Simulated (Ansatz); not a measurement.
# SnCl2 (SMILES [Cl][Sn][Cl]): RPA@PBE/def2-SVP (core potential)

What is the vertical singlet–triplet gap of SnCl2 at RPA@PBE/def2-SVP (core potential)? 

The results are computed with Ansatz 0.2.0.

32 further runs of the same task are left out: 32 set aside as unsound or not needed.

**1. Starting point**

SnCl2 has 3 atoms, charge 0, and is taken as a singlet. SMILES: `[Cl][Sn][Cl]`. Geometry: relaxed at PBE0-D4/def2-TZVP.

Bond lengths: Cl1–Sn2 2.363 Å, Sn2–Cl3 2.363 Å. Angles: Cl1–Sn2–Cl3 98.4°.

**2. A single-point energy at RPA@PBE/def2-SVP (core potential)**

The input, in.yaml:

```yaml
crystal:
  periodic: [false, false, false]
  atoms:
    - {symbol: Cl, position_ang: [1.154200, 1.220700, 0.756000]}
    - {symbol: Sn, position_ang: [-0.796900, 0.518900, -0.376600]}
    - {symbol: Cl, position_ang: [-0.368200, -1.804500, -0.392600]}
basis:
  gaussian:
    orbitals: def2-SVP
hamiltonian:
  xc: {name: PBE}
correlation:
  method: rpa
  frozen_orbitals: {Cl: 5, Sn: 4}
accuracy: high
```

Launch:

```console
$ ansatz run in.yaml --threads 1 --pin off --max-ram 3480MiB --events-out events.jsonl --progress --plain --runs-dir runs
```

The program printed:

```text
Warning: RAYON_NUM_THREADS=1 ignored (pool sized by the plan → 1); use --threads N
Functional definition: PBE
  name "PBE"
  parameter kappa = 0.804
  parameter beta = 0.06672455060314922
  exchange = pbe_x(kappa = kappa, mu = beta*pi^2/3)
  correlation = pbe_c(beta = beta)
1269 factors; integrals over basis functions are off by at most 6.3e-9 eV
mean field evaluation 1: about -30860.2456 eV, gradient 2.0e1 eV
mean field evaluation 2: about -30860.2468 eV, gradient 2.0e1 eV
mean field evaluation 4: about -30861.4923 eV, gradient 3.3e0 eV
mean field evaluation 8: about -30861.5331 eV, gradient 5.7e-2 eV
mean field evaluation 16: about -30861.5331 eV, gradient 2.1e-6 eV
mean field -30861.53313673 eV, -1134.1404240764 hartree, gradient 1.1e-8 eV, S^2 0.000000; 0 other end points of the search recorded, 0 dependent functions left out
14 core orbitals not correlated: weight in the atoms' cores, before any rotation towards them, 1.000 or more for the frozen orbitals, at most 0.000 for the correlated occupied ones
reference -30806.93143551 eV, -1132.1338485670 hartree; 14, 14 occupied and 34, 34 virtual orbitals, 1269 factors
Total energy: -30822.52880759 eV, -1132.7070414186 hartree
```

It took 6 s on 1 thread of Arm Neoverse V1, shared host; peak memory 0.2 GiB.

**3. The triplet at the same level**

The input, run.yaml:

```yaml
crystal:
  periodic: [false, false, false]
  atoms:
    - {symbol: Cl, position_ang: [1.154200, 1.220700, 0.756000]}
    - {symbol: Sn, position_ang: [-0.796900, 0.518900, -0.376600]}
    - {symbol: Cl, position_ang: [-0.368200, -1.804500, -0.392600]}
basis:
  gaussian: {orbitals: def2-SVP}
correlation: {method: rpa, frozen_orbitals: {Cl: 5, Sn: 4}}
magnetization: {spin_polarized: true, initial_magnetization: 2}
accuracy: high
hamiltonian: {xc: {name: PBE}}
```

Launch:

```console
$ ansatz run run.yaml --threads 1 --pin off --max-ram 3480MiB --events-out events.jsonl --progress --plain --runs-dir runs
```

The program printed, shortened:

```text
Warning: RAYON_NUM_THREADS=1 ignored (pool sized by the plan → 1); use --threads N
Functional definition: PBE
  name "PBE"
[...]
1269 factors; integrals over basis functions are off by at most 6.3e-9 eV
[...]
mean field -30858.62735899 eV, -1134.0336387139 hartree, gradient 6.2e-8 eV, S^2 2.002114; 10 other end points of the search recorded, 0 dependent functions left out
14 core orbitals not correlated: weight in the atoms' cores, before any rotation towards them, 1.000 or more for the frozen orbitals, at most 0.000 for the correlated occupied ones
reference -30804.44705764 eV, -1132.0425493640 hartree; 15, 13 occupied and 33, 35 virtual orbitals, 1269 factors
Total energy: -30819.84122620 eV, -1132.6082746241 hartree
```

Run time: 29 s. Hardware: 1 thread of Arm Neoverse V1, shared host; peak memory 0.24 GiB.

**4. Outcome**

Level: RPA@PBE/def2-SVP (core potential), 14 core orbitals frozen.

| quantity | value |
| --- | --- |
| singlet: total energy | -1132.70704 Eh |
| singlet: RPA correlation energy (valence) | -573.2 mEh |
| triplet: total energy | -1132.60827 Eh |
| triplet: RPA correlation energy (valence) | -565.7 mEh |
| triplet: ⟨S²⟩ of the reference determinant | 2.002 |
| vertical energy of the triplet above the singlet | 2.688 eV |

What this shows: At this shape the triplet lies 2.69 eV (62 kcal/mol) above the singlet.
